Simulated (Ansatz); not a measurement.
# Cd3Se (I4/mmm) in Ansatz: reference runs

How does Cd3Se come out in PBEsol? The cell is run as given and disturbed.

Everything below comes from runs of Ansatz 0.2.0. Logs are shortened: lines on timing, memory, paths and dates and some standing lists are left out, and cuts for length are marked.

**1. Starting point**

It takes space group I4/mmm (No. 139, tetragonal). The conventional cell has a = 4.082 Å, b = 4.082 Å, c = 12.174 Å, α = 90.00°, β = 90.00°, γ = 90.00°. Around Cd (site symmetry 4/mmm) lie 4 Se at 2.89 Å. Cd (site symmetry -4m2) is surrounded by 4 Cd at 2.89 Å. Se (site symmetry 4/mmm) is surrounded by 4 Cd at 2.89 Å.

The cell comes from a database or a generator and needn't be the stable form of this composition.

**2. Single point, PBEsol**

The input, input.yaml:

```yaml
crystal:
  lattice:
    - [-2.040953, 2.040953, 6.08708]
    - [2.040953, -2.040953, 6.08708]
    - [2.040953, 2.040953, -6.08708]
  atoms:
    - { symbol: Cd, position: [0.5, 0.5, 0.0] }
    - { symbol: Cd, position: [0.25, 0.75, 0.5] }
    - { symbol: Cd, position: [0.75, 0.25, 0.5] }
    - { symbol: Se, position: [0.0, 0.0, 0.0] }
hamiltonian:
  xc: pbesol
  pseudopotentials: { kind: paw }
kpoints:
  mp_grid: { grid: [9, 9, 9] }
scf:
  occupations: { method: fermi_dirac, width: 0.05 }
output:
  forces: true
  stress: true
  eigenvalues: true
```

Potentials or basis: Ansatz PAW.

Command:

```bash
> ansatz run input.yaml --threads 2 --pin off --max-ram 5632MiB --backend cpu --events-out ev --progress --plain --runs-dir out
```

Output:

```text
Warning: RAYON_NUM_THREADS=2 ignored (pool sized by the plan → 2); use --threads N
basis.fft_grid_basis auto: the FFT boxes are laid along the combinations [[1, 0, 1], [0, 1, 1], [0, 0, 1]] of the cell's own vectors, 4.082, 4.082 and 6.737 Å long. The dense box has 30×30×48 points. Along the cell's own vectors, as sized, it would have 48×48×48, 2.56 times as many. Of the 16 symmetry operations that the crystal satisfies within crystal.symmetry.tolerance (time reversal apart; of a slab, those that keep its plane) the dense box along the cell's own vectors carries 16, and the one as laid loses 12 of those. basis.fft_grid_basis: typed keeps the cell's own vectors: state it where this run's energies or levels are differenced outside the engine with another run's, or held beside a run that keeps those vectors.
Engine: ansatz 0.2.0, aarch64-unknown-linux-gnu
Pseudopotentials: kind: paw
Pseudopotential: Cd, paw, valence charge 20, recommended cutoff 420 eV (normal), Cd.paw.azcp
Pseudopotential: Se, paw, valence charge 16, recommended cutoff 420 eV (normal), Se.paw.azcp
Functional definition: PBEsol
  exchange = pbesol_x
  correlation = pbesol_c
Crystal: 4 atoms, lattice volume = 101.423 Å³
Basis set: ecut = 420 eV, 2001 PW (Γ), FFT grids on a1+a3, a2+a3, a3, exchange–correlation on 60×60×96 points (8 copies of the dense FFT grid, shifted against one another)
Bands: 46, of which v1, the nominal top of the filled ones, is band 38 counted from 1 (37 counted from 0)
Symmetry: 16 space group operations
Space group: I4/mmm (ITA 139), of the structure as read, at distance tolerance 4.7e-5 Å
k-points: 75 of 729
Non-local potential: Cd, projectors of the file, l = 0: 3, l = 1: 2, l = 2: 2, l = 3: 1
Non-local potential: Se, projectors of the file, l = 0: 2, l = 1: 2, l = 2: 3, l = 3: 1
PAW form: soft (Blöchl's): semilocal exchange-correlation on the pseudo side does not see the compensation charge
PAW frozen core: Cd, regenerated for the run's functional, and the local potential with it (the file was generated under x = pbe(κ = 0.804, μ = 0.2195149727645171), c = pbe(β = 0.06672455060314922))
PAW frozen core: Se, regenerated for the run's functional, and the local potential with it (the file was generated under x = pbe(κ = 0.804, μ = 0.2195149727645171), c = pbe(β = 0.06672455060314922))
PAW one-centre angular grid: Cd, 590 points (default); XC on 64 Gauss nodes
PAW one-centre angular grid: Se, 590 points (default); XC on 64 Gauss nodes
Initial density: superposition of atomic densities (neutral atoms: chi_scale 0, normalization atom), corrected by the library's trained network
Initial wavefunctions: pseudopotential atomic-orbital guess
Functional: x = pbesol(κ = 0.804, μ = 0.12345679012345678), c = pbesol(β = 0.046)
SCF iter   1: F=—  HF=-29976.372619 eV  |F-HF|=—  |Δ(HF+E_count)|=         —  Δρ=4.92e-3  dr2=2.69e-2  ethr=1.77e-3  ⟨swp⟩=6.2  Hψ=12197  notcnv=0  defer=20
preconditioner: auto → Kerker (q_TF=auto, 2.600 Å⁻¹)  [metal: Δε(μ)=0.025 eV  Ē_g=11.779 eV  σ=0.050 eV  W_gap=0.12  n_scr=32 (ndim 8)  ℏωp=23.9 eV  f_vac=0.000  D(μ)=1.06/eV (n_scr^D=2)]
SCF iter   2: F=—  HF=-29976.366375 eV  |F-HF|=—  |Δ(HF+E_count)|=   6.24e-3  Δρ=2.09e-3  dr2=6.34e-3  ethr=3.54e-5  ⟨swp⟩=2.7  Hψ=6463  notcnv=0  defer=103
SCF iter   3: F=—  HF=-29976.364635 eV  |F-HF|=—  |Δ(HF+E_count)|=   1.74e-3  Δρ=7.39e-4  dr2=9.63e-4  ethr=8.35e-6  ⟨swp⟩=2.2  Hψ=4807  notcnv=0  defer=103
SCF iter   4: F=—  HF=-29976.364418 eV  |F-HF|=—  |Δ(HF+E_count)|=   2.16e-4  Δρ=2.41e-4  dr2=1.19e-4  ethr=1.27e-6  ⟨swp⟩=2.1  Hψ=5058  notcnv=0  defer=103
SCF iter   5: F=—  HF=-29976.364394 eV  |F-HF|=—  |Δ(HF+E_count)|=   2.45e-5  Δρ=1.24e-4  dr2=3.18e-5  ethr=1.57e-7  ⟨swp⟩=2.0  Hψ=5238  notcnv=0  defer=103
SCF iter   6: F=—  HF=-29976.364381 eV  |F-HF|=—  |Δ(HF+E_count)|=   1.27e-5  Δρ=3.82e-5  dr2=3.54e-6  ethr=4.18e-8  ⟨swp⟩=2.0  Hψ=5247  notcnv=0  defer=103
SCF iter   7: F=—  HF=-29976.364380 eV  |F-HF|=—  |Δ(HF+E_count)|=   6.02e-7  Δρ=1.11e-5  dr2=2.32e-7  ethr=4.66e-9  ⟨swp⟩=2.0  Hψ=4805  notcnv=0  defer=103
SCF iter   8: F=-29976.364380 eV  HF=-29976.364380 eV  |F-HF|=3.24e-8  |Δ(HF+E_count)|=   3.46e-8  Δρ=5.17e-6  dr2=4.17e-8  ethr=1.32e-10  ⟨swp⟩=8.7  Hψ=13921  notcnv=0
SCF 1 converged in 8 iterations: F = -29976.364380 eV  dr2 = 4.17e-8
SCF converged after 8 iterations
Free energy (F): -29976.364380 eV
Harris-Foulkes:  -29976.364380 eV  (|F-HF|=3.24e-8)
Internal energy: -29976.355925 eV  (E = F + TS)
E sigma→0 (E₀):  -29976.360153 eV
Entropy (-TS):   -0.008455 eV (-2.114 meV/atom)
Fermi energy:    10.487723 eV
--- Per-component energies (eV) ---
  E_band       = -1739.923491
  E_kinetic    = 1630.472994
  E_local      = -12157.809175  (includes V_loc(G=0)·N_el)
  E_nonlocal   = -484.971487
  E_hartree    = 5715.920406
  E_xc         = -627.501061
  E_vxc        = -758.231748  (∫ρ·V_xc dr)
  E_paw        = -13908.813907  (= ΣΔE_a)
  E_vpaw       = -1401.224648  (= ΣTr[D̂ρ^β])
  E_aug_tail   = -0.000546  (compensation charges beyond the density's cutoff)
  E_ewald      = -10145.687478
  E_core_change = 2.034330  (= ΣΔE_core)
  E_smearing   = -0.008455  (= −TS)
  E_closure    = 0.000000  (closes the sum)
  Σ components = -29976.364380   (vs F -29976.364380, Δ=0.00e0)
--- Forces (eV/Å), atoms counted from 1 ---
  atom   1  Cd    -0.00000000     0.00000000    -0.00000000
  atom   2  Cd     0.00000000     0.00000000     0.00000000
  atom   3  Cd     0.00000000     0.00000000     0.00000000
  atom   4  Se     0.00000000     0.00000000     0.00000000
  max |Σ_I F_I| component: 5.02e-29 eV/Å
--- Stress (GPa, compression-positive) ---
       -4.558790       0.000000       0.000000
        0.000000      -4.558790      -0.000000
        0.000000      -0.000000      -2.051094
  P = ⅓ Tr σ = -3.7229 GPa (-37.229 kbar)
--- Band table (eV; the first three rows and the last of 75) ---
  k-point 0: bands = ["-91.9445", "-91.9378", "-91.8920", "-53.0557", "-53.0557", "-53.0290", "-53.0150", "-53.0068", "-53.0065", "-53.0065", "-52.9630", "-52.9630", "-37.0044", "-37.0029", "-36.9321", "-36.9321", "-36.9099", "-2.4013", "1.0587", "1.3159", "1.4648", "1.8605", "1.8605", "2.0276", "2.1091", "2.1110", "2.1278", "2.1278", "2.4546", "2.4546", "2.4671", "2.6778", "3.1098", "4.8938", "6.9676", "8.5820", "8.5820", "9.8940", "12.8521", "13.1946", "13.1946", "14.7901", "15.3108", "17.7771", "18.8443", "18.8443"]
  k-point 1: bands = ["-91.9441", "-91.9382", "-91.8920", "-53.0563", "-53.0495", "-53.0290", "-53.0146", "-53.0128", "-53.0073", "-53.0061", "-52.9630", "-52.9630", "-37.0044", "-37.0028", "-36.9321", "-36.9321", "-36.9099", "-2.3100", "1.1360", "1.4046", "1.5662", "1.8318", "1.9289", "2.0450", "2.0474", "2.1119", "2.1161", "2.1324", "2.3493", "2.4278", "2.4635", "2.6187", "2.9505", "4.9438", "7.2170", "7.9637", "8.3111", "11.1893", "11.7864", "11.9445", "13.7935", "15.4633", "16.6543", "16.8601", "18.4192", "19.3696"]
  k-point 2: bands = ["-91.9431", "-91.9392", "-91.8920", "-53.0576", "-53.0338", "-53.0289", "-53.0288", "-53.0134", "-53.0085", "-53.0049", "-52.9631", "-52.9631", "-37.0044", "-37.0028", "-36.9321", "-36.9321", "-36.9098", "-2.1120", "1.2583", "1.6431", "1.7750", "1.8526", "1.9831", "2.0660", "2.0815", "2.1058", "2.1094", "2.1198", "2.1895", "2.2110", "2.4713", "2.4724", "2.6970", "5.1987", "7.6536", "7.6805", "7.8258", "10.6375", "10.7330", "12.5304", "13.8268", "14.8699", "15.7159", "17.7810", "19.0405", "19.5346"]
  k-point 74: bands = ["-91.9443", "-91.9380", "-91.8920", "-53.0543", "-53.0543", "-53.0288", "-53.0150", "-53.0081", "-53.0080", "-53.0070", "-52.9630", "-52.9630", "-37.0044", "-37.0029", "-36.9321", "-36.9321", "-36.9099", "-2.3234", "1.1060", "1.3528", "1.5145", "1.7948", "1.8049", "1.9949", "2.0825", "2.1657", "2.2171", "2.2335", "2.4212", "2.4298", "2.4891", "2.6465", "3.0230", "4.1493", "7.3586", "8.5873", "9.5318", "9.7169", "12.3902", "13.3784", "13.7665", "15.0762", "15.2924", "17.0148", "18.0169", "18.8419"]
```

Run time: 10 s. Hardware: 2 threads of Arm Neoverse V1, shared host; peak memory 0.53 GiB.

What came out:

```yaml
Free_energy: -29976.3644 eV
Pressure: -3.7 GPa
Band_gap_on_the_k_mesh: none (metal or under the smearing width)
```

Stress tensor (GPa, compression positive):
```
-4.56  0.00  0.00
 0.00 -4.56  0.00
 0.00  0.00 -2.05
```

Levels at points of the mesh, in eV from the Fermi level:
```tsv
k point	band 34	band 35	band 36	band 37	band 38	band 39	band 40	band 41	band 42	band 43
(0.00, 0.00, 0.00)	-5.59	-3.52	-1.91	-1.91	-0.59	2.36	2.71	2.71	4.30	4.82
```

Caveat: the PAW data sets come from PBE, with cores solved anew for the run's functional, which leaves a small shift of forces and pressure.

**3. Single point, PBEsol (atoms moved at random, drawn with an rms of 0.05 Å)**

The input, input.yaml:

```yaml
crystal:
  lattice:
    - [-2.040953, 2.040953, 6.08708]
    - [2.040953, -2.040953, 6.08708]
    - [2.040953, 2.040953, -6.08708]
  atoms:
    - { symbol: Cd, position: [0.502122, 0.516114, 0.020556] }
    - { symbol: Cd, position: [0.255776, 0.753497, 0.502283] }
    - { symbol: Cd, position: [0.747742, 0.247753, 0.491845] }
    - { symbol: Se, position: [0.012349, 0.010573, 0.02108] }
hamiltonian:
  xc: pbesol
  pseudopotentials: { kind: paw }
kpoints:
  mp_grid: { grid: [9, 9, 9] }
scf:
  occupations: { method: fermi_dirac, width: 0.05 }
output:
  forces: true
  stress: true
  eigenvalues: true
```

Potentials or basis: Ansatz PAW.

Command:

```bash
> ansatz run input.yaml --threads 2 --pin off --max-ram 5632MiB --backend cpu --events-out ev --progress --plain --runs-dir out
```

Output:

```text
Warning: RAYON_NUM_THREADS=2 ignored (pool sized by the plan → 2); use --threads N
basis.fft_grid_basis auto: the FFT boxes are laid along the combinations [[1, 0, 1], [0, 1, 1], [0, 0, 1]] of the cell's own vectors, 4.082, 4.082 and 6.737 Å long. The dense box has 30×30×48 points. Along the cell's own vectors, as sized, it would have 48×48×48, 2.56 times as many. basis.fft_grid_basis: typed keeps the cell's own vectors: state it where this run's energies or levels are differenced outside the engine with another run's, or held beside a run that keeps those vectors.
[... 7 set-up lines as earlier in the session ...]
Crystal: 4 atoms, lattice volume = 101.423 Å³
Basis set: ecut = 420 eV, 2001 PW (Γ), FFT grids on a1+a3, a2+a3, a3, exchange–correlation on 60×60×96 points (8 copies of the dense FFT grid, shifted against one another)
Bands: 46, of which v1, the nominal top of the filled ones, is band 38 counted from 1 (37 counted from 0)
Symmetry: 1 space group operations
Space group: P1 (ITA 1), of the structure as read, at distance tolerance 4.7e-5 Å
k-points: 365 of 729 (time reversal used)
[... 10 set-up lines as earlier in the session ...]
SCF iter   1: F=—  HF=-29976.370750 eV  |F-HF|=—  |Δ(HF+E_count)|=         —  Δρ=4.93e-3  dr2=2.70e-2  ethr=1.77e-3  ⟨swp⟩=6.3  Hψ=59614  notcnv=0  defer=109
preconditioner: auto → Kerker (q_TF=auto, 2.600 Å⁻¹)  [metal: Δε(μ)=0.016 eV  Ē_g=11.782 eV  σ=0.050 eV  W_gap=0.08  n_scr=32 (ndim 8)  ℏωp=23.9 eV  f_vac=0.000  D(μ)=1.06/eV (n_scr^D=2)]
SCF iter   2: F=—  HF=-29976.364454 eV  |F-HF|=—  |Δ(HF+E_count)|=   6.30e-3  Δρ=2.09e-3  dr2=6.35e-3  ethr=3.55e-5  ⟨swp⟩=2.7  Hψ=31389  notcnv=0  defer=534
SCF iter   3: F=—  HF=-29976.362709 eV  |F-HF|=—  |Δ(HF+E_count)|=   1.75e-3  Δρ=7.40e-4  dr2=9.62e-4  ethr=8.36e-6  ⟨swp⟩=2.2  Hψ=23398  notcnv=0  defer=534
SCF iter   4: F=—  HF=-29976.362498 eV  |F-HF|=—  |Δ(HF+E_count)|=   2.11e-4  Δρ=2.41e-4  dr2=1.18e-4  ethr=1.27e-6  ⟨swp⟩=2.0  Hψ=24673  notcnv=0  defer=534
SCF iter   5: F=—  HF=-29976.362479 eV  |F-HF|=—  |Δ(HF+E_count)|=   1.92e-5  Δρ=1.24e-4  dr2=3.19e-5  ethr=1.56e-7  ⟨swp⟩=2.0  Hψ=25491  notcnv=0  defer=534
SCF iter   6: F=—  HF=-29976.362464 eV  |F-HF|=—  |Δ(HF+E_count)|=   1.49e-5  Δρ=3.84e-5  dr2=3.60e-6  ethr=4.19e-8  ⟨swp⟩=2.0  Hψ=25536  notcnv=0  defer=534
SCF iter   7: F=—  HF=-29976.362464 eV  |F-HF|=—  |Δ(HF+E_count)|=   6.08e-7  Δρ=1.13e-5  dr2=2.39e-7  ethr=4.74e-9  ⟨swp⟩=2.1  Hψ=23704  notcnv=0  defer=534
SCF iter   8: F=-29976.362464 eV  HF=-29976.362464 eV  |F-HF|=3.40e-8  |Δ(HF+E_count)|=   3.56e-8  Δρ=5.31e-6  dr2=4.38e-8  ethr=1.32e-10  ⟨swp⟩=8.7  Hψ=68618  notcnv=0
SCF 1 converged in 8 iterations: F = -29976.362464 eV  dr2 = 4.38e-8
SCF converged after 8 iterations
Free energy (F): -29976.362464 eV
Harris-Foulkes:  -29976.362464 eV  (|F-HF|=3.40e-8)
Internal energy: -29976.354043 eV  (E = F + TS)
E sigma→0 (E₀):  -29976.358253 eV
Entropy (-TS):   -0.008420 eV (-2.105 meV/atom)
Fermi energy:    10.487481 eV
--- Per-component energies (eV) ---
  E_band       = -1740.010364
  E_kinetic    = 1630.496724
  E_local      = -12163.031187  (includes V_loc(G=0)·N_el)
  E_nonlocal   = -484.977587
  E_hartree    = 5718.479756
  E_xc         = -627.515910
  E_vxc        = -758.251735  (∫ρ·V_xc dr)
  E_paw        = -13908.804007  (= ΣΔE_a)
  E_vpaw       = -1401.205854  (= ΣTr[D̂ρ^β])
  E_aug_tail   = -0.000550  (compensation charges beyond the density's cutoff)
  E_ewald      = -10143.035612
  E_core_change = 2.034330  (= ΣΔE_core)
  E_smearing   = -0.008420  (= −TS)
  E_closure    = -0.000000  (closes the sum)
  Σ components = -29976.362464   (vs F -29976.362464, Δ=0.00e0)
--- Forces (eV/Å), atoms counted from 1 ---
  atom   1  Cd    -0.03884293     0.03541480     0.00478422
  atom   2  Cd    -0.05892038    -0.09074356    -0.00562998
  atom   3  Cd     0.04212347     0.06844211    -0.01869870
  atom   4  Se     0.05563787    -0.01311470     0.01952142
  max |Σ_I F_I| component: 2.30e-5 eV/Å
--- Stress (GPa, compression-positive) ---
       -4.488247      -0.014604      -0.000282
       -0.014604      -4.537007       0.000293
       -0.000282       0.000293      -2.042165
  P = ⅓ Tr σ = -3.6891 GPa (-36.891 kbar)
--- Band table (eV; the first three rows and the last of 365) ---
  k-point 0: bands = ["-91.9451", "-91.9383", "-91.8938", "-53.0568", "-53.0561", "-53.0307", "-53.0156", "-53.0080", "-53.0069", "-53.0066", "-52.9650", "-52.9646", "-37.0053", "-37.0038", "-36.9334", "-36.9328", "-36.9110", "-2.4042", "1.0575", "1.3147", "1.4640", "1.8564", "1.8593", "2.0249", "2.1072", "2.1083", "2.1236", "2.1290", "2.4526", "2.4546", "2.4688", "2.6772", "3.1093", "4.8920", "6.9674", "8.5783", "8.5842", "9.8971", "12.8222", "13.1957", "13.2291", "14.7864", "15.3113", "17.7760", "18.8405", "18.8538"]
  k-point 1: bands = ["-91.9447", "-91.9387", "-91.8938", "-53.0568", "-53.0506", "-53.0306", "-53.0151", "-53.0133", "-53.0081", "-53.0063", "-52.9651", "-52.9646", "-37.0053", "-37.0037", "-36.9334", "-36.9328", "-36.9109", "-2.3132", "1.1351", "1.4034", "1.5647", "1.8298", "1.9249", "2.0377", "2.0504", "2.1081", "2.1164", "2.1308", "2.3491", "2.4291", "2.4629", "2.6181", "2.9501", "4.9425", "7.2164", "7.9594", "8.3140", "11.1903", "11.7829", "11.9464", "13.8001", "15.4604", "16.6515", "16.8672", "18.4193", "19.3654"]
  k-point 2: bands = ["-91.9437", "-91.9397", "-91.8938", "-53.0581", "-53.0363", "-53.0305", "-53.0277", "-53.0139", "-53.0092", "-53.0053", "-52.9652", "-52.9647", "-37.0053", "-37.0036", "-36.9334", "-36.9328", "-36.9109", "-2.1156", "1.2578", "1.6418", "1.7735", "1.8480", "1.9799", "2.0574", "2.0733", "2.1021", "2.1077", "2.1334", "2.1874", "2.2167", "2.4705", "2.4720", "2.6966", "5.1976", "7.6191", "7.7113", "7.8244", "10.6335", "10.7373", "12.5316", "13.8294", "14.8703", "15.7204", "17.7779", "19.0437", "19.5296"]
  k-point 364: bands = ["-91.9431", "-91.9404", "-91.8937", "-53.0578", "-53.0386", "-53.0305", "-53.0252", "-53.0131", "-53.0099", "-53.0063", "-52.9652", "-52.9648", "-37.0053", "-37.0036", "-36.9334", "-36.9328", "-36.9109", "-2.0143", "1.3453", "1.7521", "1.7998", "1.9178", "1.9623", "1.9803", "2.0341", "2.0683", "2.1372", "2.1590", "2.2245", "2.2395", "2.3721", "2.4595", "2.6011", "5.3607", "6.9136", "7.7757", "8.5825", "9.7223", "11.4570", "12.0817", "13.2133", "15.0544", "15.4722", "16.3345", "18.1316", "18.6858"]
```

Run time: 86 s. Hardware: 2 threads of Arm Neoverse V1, shared host; peak memory 1.2 GiB.

Results:

```yaml
Free_energy: -29976.3625 eV
Pressure: -3.7 GPa
Largest_force: 0.108 eV/Å
Band_gap_on_the_k_mesh: none (metal or under the smearing width)
```

Forces in eV/Å, atoms in the order of the input:
```
Cd  -0.039  0.035  0.005
Cd  -0.059 -0.091 -0.006
Cd   0.042  0.068 -0.019
Se   0.056 -0.013  0.020
```

Stress tensor (GPa, compression positive):
```
-4.49 -0.01  0.00
-0.01 -4.54  0.00
 0.00  0.00 -2.04
```

Caveat: the PAW data sets come from PBE, with cores solved anew for the run's functional, which leaves a small shift of forces and pressure.
